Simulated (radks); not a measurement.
# The first electron to leave Ba¹¹⁺

Ba¹¹⁺ stands in [Kr] 4d(3/2: 4, 5/2: 5). From which sub-shell is an electron easiest to take? Each removal is a run of its own. The parent's configuration is the lowest that an earlier search found at this level.

Method: Dirac Kohn-Sham, PBE, spin-unpolarised, spherical densities, finite nucleus. Code: radks (a radial shooting solver on a logarithmic mesh, Libxc functionals) version 1.

3 further runs of the same task are left out: 3 set aside as unsound or not needed.

### 1 The system

- element: barium (Z = 56)
- charge: +11
- electrons: 45
- configuration: [Kr] 4d(3/2: 4, 5/2: 5)
- nuclear rms radius: 4.8378 fm

A shell typed twice in an input gives the lower j, then the higher j.

### 2 The parent, Ba¹¹⁺

From an earlier run at this level the parent has E = -8104.484949 hartree and these outer levels (eV):

```
level  occupation  energy (eV)
3p3/2           4      -1202.5
3d3/2           4      -951.66
3d5/2           6      -935.87
4s1/2           2      -414.24
4p1/2           2      -361.60
4p3/2           4      -345.57
4d3/2           4      -258.70
4d5/2           5      -255.83
```

### 3 Remove 4d5/2: [Kr] 4d(3/2: 4, 5/2: 4)

The run's settings:

```text
Z 56
configuration [Kr] 4d4 4d4
relativity Dirac
functional pbe,pbe
spin unpolarised
j_filling energy
nucleus finite rms 4.8378 fm
c 137.035999084
```

### 4 Remove 4d3/2: [Kr] 4d(3/2: 3, 5/2: 5)

Input: that of step 3 with these lines changed.

```diff
@@ -1,3 +1,3 @@
 Z 56
-configuration [Kr] 4d4 4d4
+configuration [Kr] 4d3 4d5
 relativity Dirac
```

### 5 Remove 4p3/2: [Ar] 3d10 4s2 4p(1/2: 2, 3/2: 3) 4d(3/2: 4, 5/2: 5)

Input: that of step 4 with these lines changed.

```diff
@@ -1,3 +1,3 @@
 Z 56
-configuration [Kr] 4d3 4d5
+configuration [Ar] 3d10 4s2 4p2 4p3 4d4 4d5
 relativity Dirac
```

### 6 Remove 4p1/2: [Ar] 3d10 4s2 4p(1/2: 1, 3/2: 4) 4d(3/2: 4, 5/2: 5)

Input: that of step 5 with these lines changed.

```diff
@@ -1,3 +1,3 @@
 Z 56
-configuration [Ar] 3d10 4s2 4p2 4p3 4d4 4d5
+configuration [Ar] 3d10 4s2 4p1 4p4 4d4 4d5
 relativity Dirac
```

**Question.** What will these runs give? Wanted: for each run, case; final configuration; Δ-SCF; −ε of the level emptied.

The runs gave:

| case | final configuration | Δ-SCF (eV) | −ε of the level emptied (eV) |
| --- | --- | --- | --- |
| remove 4d5/2 | [Kr] 4d(3/2: 4, 5/2: 4) | 269.86 | 255.83 |
| remove 4d3/2 | [Kr] 4d(3/2: 3, 5/2: 5) | 272.84 | 258.70 |
| remove 4p3/2 | [Ar] 3d10 4s2 4p(1/2: 2, 3/2: 3) 4d(3/2: 4, 5/2: 5) | 360.44 | 345.57 |
| remove 4p1/2 | [Ar] 3d10 4s2 4p(1/2: 1, 3/2: 4) 4d(3/2: 4, 5/2: 5) | 376.87 | 361.60 |

The 4d5/2 electron leaves first, at 269.86 eV; the next cheapest, 4d3/2, costs 272.84 eV. 4d5/2 is also the highest occupied level of the parent. NIST lists 267 eV (theoretical), between the same two configurations. Spin polarisation and multiplet splitting are left out, so open shells lie too high by an amount that depends on their filling.
